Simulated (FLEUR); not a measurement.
# Ti3Se: equation of state with PBEsol

Crystal: Ti3Se.

```xyz
4
Lattice="3.1974 0.0000 0.0000 -1.5987 2.7691 0.0000 0.0000 0.0000 7.9427" Properties=species:S:1:pos:R:3 pbc="T T T"
Se    0.0000    0.0000    0.0000
Ti    1.5987    0.9230    3.9714
Ti    0.0000    1.8460    6.1390
Ti    0.0000    1.8460    1.8038
```

The cell comes from a database or a generator and needn't be the stable form of this composition.

| Property | Result |
| --- | --- |
| Program | FLEUR MaX-R8.1 (later development tree) |
| Task | equation of state |
| Functional | PBEsol |
| Potentials or basis | all-electron |
| Basis | FLAPW |
| Kmax | 4.47 1/bohr |
| k mesh | 10 × 10 × 4 |
| Occupations | fermi-dirac, width 0.05 eV |
| Spin | no spin polarisation |
| Gmax | 13.9 1/bohr |
| Muffin-tin radii | Se 2.19, Ti 2.19 bohr |
| lmax | Se 9, Ti 9 |
| lnonsphr | Se 9, Ti 9 |
| Local orbitals a species | Se 4, Ti 5 |

```yaml
Equilibrium_volume: 16.91 Å³/atom
Bulk_modulus_at_fixed_shape_and_positions: 124 GPa
Pressure_derivative_of_the_bulk_modulus: 4.1
```

Energy against volume, from the lowest point:
```
volume (Å³/atom)  energy (meV/atom)
          16.526               3.43
          16.878               0.00
          17.230               2.28
          17.581               9.70
          17.933              21.74
          18.284              37.93
          18.636              57.85
```

Caveat: the cell was scaled at fixed shape and fractional positions, which overstates the stiffness of a crystal with free parameters, most of all of layers and chains.
